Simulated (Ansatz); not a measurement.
# LuPdO2: the cost of one run

Computed with Ansatz 0.2.0 (DFT PBE, scalar-relativistic, plane waves, PAW, unless a step's input says otherwise).

**1. Starting point**

Symmetry: R-3m, No. 166, trigonal system. The conventional cell has a = 4.772 Å, b = 4.772 Å, c = 10.605 Å, α = 90.00°, β = 90.00°, γ = 120.00°. Around Lu (site symmetry -3m) lie 2 O at 1.68 Å. Pd (site symmetry -3m) has 6 O at 2.76 Å as nearest neighbours. O (site symmetry 3m) is surrounded by 1 Lu at 1.68 Å.

As a file:

```
CELL_PARAMETERS angstrom
2.38599 1.37755 3.53504
-2.38599 1.37755 3.53504
0.00000 -2.75511 3.53504
ATOMIC_POSITIONS crystal
Lu 0.50000 0.50000 0.50000
Pd 0.00000 0.00000 0.00000
O 0.34188 0.34188 0.34188
O 0.65812 0.65812 0.65812
```

Recipe of the guess: random cell by space group and Wyckoff sites (R-3m, No. 166). Lengths come from tabulated atomic sizes and are only a guess.

**2. A first look at the guess**

Contents of input.yaml:

```yaml
crystal:
  lattice:
    - [2.38599485, 1.37755477, 3.53503807]
    - [-2.38599485, 1.37755477, 3.53503807]
    - [0.0, -2.75510953, 3.53503807]
  atoms:
    - { symbol: Lu, position: [0.5, 0.5, 0.5] }
    - { symbol: Pd, position: [0.0, 0.0, 0.0] }
    - { symbol: O, position: [0.34187804, 0.34187804, 0.34187804] }
    - { symbol: O, position: [0.65812196, 0.65812196, 0.65812196] }
basis:
  ecutwfc: 420
kpoints:
  mp_grid: { grid: [6, 6, 6] }
hamiltonian:
  xc: pbe
scf:
  occupations: { method: gaussian, width: 0.1 }
  lower_state_search: "off"
output:
  forces: true
  stress: true
  eigenvalues: true
```

Command:

```bash
$ ansatz run input.yaml --threads 1 --pin off --max-ram 2560MiB --backend cpu --events-out ev --progress --plain --runs-dir out
```

Q: Estimate wall time and peak memory on 1 thread of Intel Xeon 6975P-C (Granite Rapids), shared host.

About 4 s, with a peak of 0.43 GiB.
